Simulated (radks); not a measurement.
# Shell filling in a parabolic well with ω = 0.208 hartree*, N = 31 to 36

Aim: add electrons one at a time to a parabolic well with ω = 0.208 hartree*, try the lowest free levels for each, keep the configuration of least energy, and see where shells close.

Program: radks, version 2. Model: non-relativistic spin-polarised Kohn-Sham, LDA (Slater exchange, Perdew-Wang correlation), spherically averaged shells. All values are calculated.

## 1. The model

| Property | Result |
| --- | --- |
| well | a parabolic well with ω = 0.208 hartree* |
| functional | LDA (Slater exchange, Perdew-Wang correlation) |
| levels | named by radial order: 1s, 1p, 1d, 2s, 1f and so on |
| units | effective atomic units, hartree* and bohr* |
| configuration carried in | 1s2 1p6 1d10 2s2 1f(up 7, down 3) (N = 30, energy 90.138922) |

The runs that follow: N = 31; N = 32; N = 33; 34 electrons; Electron number 35; N = 36.

Before running it: what results should come out? Wanted: closed shells at N; largest addition energy; most unpaired electrons; polarisability at N = 34; configuration at N = 36.

As calculated:

| quantity | value |
| --- | --- |
| closed shells at N | 34 |
| largest addition energy | 0.138 hartree* at N = 34 (of N = 31 to 35) |
| most unpaired electrons | 3 at N = 31 |
| polarisability at N = 34 | 785.9 bohr*³ |
| configuration at N = 36 | 1s2 1p6 1d10 2s2 1f14 2p(up 2, down 0) |

**Reading.** Shells close at N = 34, and the second difference peaks there. The largest moment in range is 3, first at N = 31: exchange favours parallel spins in open shells. In a parabolic well without a central charge the polarisability is N/ω² whatever the interaction, here 785.9. The model keeps every shell spherical, so real clusters and dots, which can deform, may order levels otherwise.
